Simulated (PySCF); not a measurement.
# PtO₂: quintet, from a bent start

The task is one start of a wider search on PtO₂: the quintet, from a bent start. It is relaxed, tested by its Hessian and followed downhill if it is a saddle.

Method: PBE0, basis Pt def2-TZVP with ECP60, O def2-TZVP, scalar-relativistic core potentials, no spin–orbit coupling, density fitting; program: PySCF 2.14.0.

### Step 1. Where the work starts

3 atoms, charge 0, spin multiplicity 5.

Bond lengths: Pt1–O2 1.690 Å, Pt1–O3 1.690 Å. Angles: O2–Pt1–O3 110.0°.

```xyz
3
charge 0 multiplicity 5
Pt    0.0000    0.0000   -0.1366
O     1.3844    0.0000    0.8327
O    -1.3844    0.0000    0.8327
```

### Step 2. Relaxing the quintet from the bent start

One driver script runs all steps and calls PySCF; scf.py shows how it sets up the SCF of each step. The optimiser is the driver's own. Before each start the driver seeks the lowest SCF state from one or more starting densities and follows internal instabilities, so scf.py alone need not reach the same state.

The program finds C2v symmetry in the start, which this walk keeps.

File scf.py:

```python
from pyscf import gto, scf, dft
mol = gto.M(atom='''
Pt     0.000000     0.000000    -0.136625
O      1.384400    -0.000000     0.832675
O     -1.384400     0.000000     0.832675''',
    basis={'Pt': 'def2-TZVP', 'O': 'def2-TZVP'},
    ecp={'Pt': 'def2-TZVP'},
    charge=0, spin=4)
mf = dft.UKS(mol, xc='PBE0')
mf.grids.atom_grid = (50, 194)
aux = {'Pt': 'def2-universal-JKFIT', 'O': 'def2-universal-JKFIT'}
mf = mf.density_fit(auxbasis=aux)
mf.kernel()
```

Energy and gradient, step by step:

| step | energy (Eh) | change (kJ/mol) | largest symmetric gradient (Eh/bohr) |
| --- | --- | --- | --- |
| 0 | -269.482255 | 0.00 | 0.11225 |
| 1 | -269.512461 | -79.30 | 0.03562 |
| 2 | -269.517801 | -93.33 | 0.02709 |
| 3 | -269.524178 | -110.07 | 0.01112 |
| 4 | -269.524826 | -111.77 | 0.00446 |
| 5 | -269.524939 | -112.07 | 0.00069 |
| 6 | -269.524952 | -112.10 | 0.00011 |
| 7 | -269.524954 | -112.10 | 0.00003 |

The walk needed 11 s of wall time on 4 threads, shared host.

After 7 steps and 112.1 kJ/mol it ends at C2v: Pt–O 1.829 Å (×2); O–Pt–O 143.6°.

### Step 3. Frequencies

The point is checked on the finer grid, and tightened if its gradient asks for it. The Hessian and the dipole derivatives come from central differences of analytic gradients, with steps of 0.01 bohr.

scf.py: that of step 2 with these lines changed.

```diff
@@ -3,3 +3,3 @@
-Pt     0.000000     0.000000    -0.136625
-O      1.384400    -0.000000     0.832675
-O     -1.384400     0.000000     0.832675''',
+Pt     0.000000    -0.000000    -0.065339
+O      1.745850    -0.000000     0.483677
+O     -1.745850     0.000000     0.483677''',
@@ -10 +10 @@
-mf.grids.atom_grid = (50, 194)
+mf.grids.atom_grid = (75, 302)
```

The driver hands on the density of the step before, so the log starts near convergence.

Log of the central SCF (cycles and frontier levels):

```text
init E= -269.524938912486
[... the frontier-level lines of each cycle are left out ...]
cycle= 1 E= -269.524938909454  delta_E= 3.03e-09  |g|= 9.56e-05  |ddm|= 8.58e-05
cycle= 2 E= -269.524938870905  delta_E= 3.85e-08  |g|= 0.000327  |ddm|= 0.00025
cycle= 3 E= -269.524938913203  delta_E= -4.23e-08  |g|= 4.34e-06  |ddm|= 0.000198
cycle= 4 E= -269.524938913315  delta_E= -1.12e-10  |g|= 3.43e-06  |ddm|= 2.69e-05
cycle= 5 E= -269.524938913424  delta_E= -1.1e-10  |g|= 4.86e-06  |ddm|= 5.63e-05
cycle= 6 E= -269.524938913438  delta_E= -1.4e-11  |g|= 2.4e-07  |ddm|= 1.29e-05
Extra cycle  E= -269.524938913439  delta_E= -1.71e-13  |g|= 5.56e-07  |ddm|= 6.35e-07
converged SCF energy = -269.524938913439  <S^2> = 6.0267671  2S+1 = 5.0106954
```

The whole step took 23 s.

Geometry: C2v; Pt–O 1.830 Å (×2); O–Pt–O 145.1°.

Modes, for the most abundant isotopes:

```tsv
symmetry	ω (cm⁻¹)	IR (km/mol)	type
a1	119	6.4	bend
b2	519	4.9	stretch
a1	753	0.2	stretch
```

Every mode is real; the point is a minimum.

Constants and moments:

- Dipole moment: 1.67 D
- Highest occupied level: -7.93 eV
- Lowest empty level: -5.39 eV
- Rotational constants: 2.035, 0.1729, 0.1594 cm⁻¹
- Zero-point energy: 8.3 kJ/mol
- Principal polarisabilities: 29.2, 29.7, 68.4 bohr³
- Atomisation energy without zero-point energy: 611 kJ/mol
- Principal traceless quadrupole moments about the centre of mass: -7.18, 3.32, 3.86 D Å
- Entropy at 298.15 K and 1 bar (electronic part: spin only): 296.5 J/(mol K)
- Heat capacity Cp at 298.15 K: 49.5 J/(mol K)
- Enthalpy at 298.15 K above 0 K: 12.55 kJ/mol
- Rotational symmetry number: 2
- Spin squared ⟨S²⟩: 6.027

Charges (e) and bond orders:

```json
{"atom": "Pt1", "Mulliken": "0.64", "Löwdin": "0.46", "polar tensor": "0.49", "spin (Mulliken)": "1.59", "Mayer order to Pt1": "–"}
{"atom": "O2,3", "Mulliken": "-0.32", "Löwdin": "-0.23", "polar tensor": "-0.24", "spin (Mulliken)": "1.21", "Mayer order to Pt1": "1.45"}
```

Mulliken populations on Pt1 (outside its core potential): s 2.79, p 6.23, d 8.30, f 0.04.

### Step 4. Summary of results

```
                                          quantity                             value
                                           minimum                      quintet, C2v
                                          geometry  Pt–O 1.830 Å (×2); O–Pt–O 145.1°
                                wavenumbers (cm⁻¹)      119 (a1), 519 (b2), 753 (a1)
                                     dipole moment                            1.67 D
highest occupied, lowest empty level (either spin)                   -7.93, -5.39 eV
                        polar-tensor charge of Pt1                           +0.49 e
                                 zero-point energy                        8.3 kJ/mol
                               entropy at 298.15 K                   296.5 J/(mol K)
         atomisation energy (no zero-point energy)                        611 kJ/mol
                                              ⟨S²⟩                             6.027
```

**Reading.** The bent start keeps its C2v symmetry and ends in a minimum. In the infrared the band at 119 cm⁻¹ (a1, bend) leads. Other starts or spin states, not run here, may lie lower. Open d and f shells are described by one determinant, and the ground state may have another occupation or spin. With an element this heavy the missing spin–orbit coupling can shift these numbers.

The search up to here took 40 s.
